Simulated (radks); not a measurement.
# Tm²⁺ in [Xe] 4f13: an all-electron calculation

What are the levels of the thulium ion Tm2+, how large are its shells, and how does its energy divide?

Program: radks (a radial shooting solver on a logarithmic mesh, Libxc functionals) version 1. Level of theory: scalar-relativistic Kohn-Sham, r2SCAN, spin-polarised, spherical densities, finite nucleus; open shells are filled with parallel spins first. These are calculated values, not measurements, unless marked.

## 1. The system

| Property | Result |
| --- | --- |
| element | thulium (Z = 69) |
| charge | +2 |
| electrons | 67 |
| configuration | [Xe] 4f13 |
| nuclear rms radius | 5.2256 fm |

The outer shells:

Tm²⁺
```
[Xe] core
4f [↑↓][↑↓][↑↓][↑↓][↑↓][↑↓][↑ ]
```

## 2. Self-consistent calculation

The run's settings:

```text
Z 69
configuration [Xe] 4f13 6s0 5d0
relativity scalar-relativistic
functional r2scan,r2scan
spin polarised
nucleus finite rms 5.2256 fm
c 137.035999084
```

**Question.** What will this run give?

As calculated:

| quantity | value |
| --- | --- |
| total energy | -13566.7419 hartree |
| exchange-correlation share of it | 2.10 % |
| −T/E | 1.0868 |
| highest occupied level | 4f down, -16.736 eV |
| most extended occupied level | 5p down, <r> = 1.46 bohr |
| radius at density 0.001 e/bohr³ | 3.29 bohr |
| maxima of the radial density | 4 |
| ionisation energy, NIST | 23.66 (semi-emp.) eV |

The radial density shows 4 maxima for 5 occupied principal shells; where shells overlap, one shows as a shoulder or not at all. Relativity lifts −T/E to 1.087. Minus the highest eigenvalue, 16.736 eV, is 71 % of the tabulated ionisation energy (23.66 eV); the potential of a semilocal functional falls off too fast, so its top eigenvalue is too shallow. Open shells are spherical and high-spin; term and fine-structure splittings are not resolved. Spin-orbit splitting is averaged out at the scalar-relativistic level.
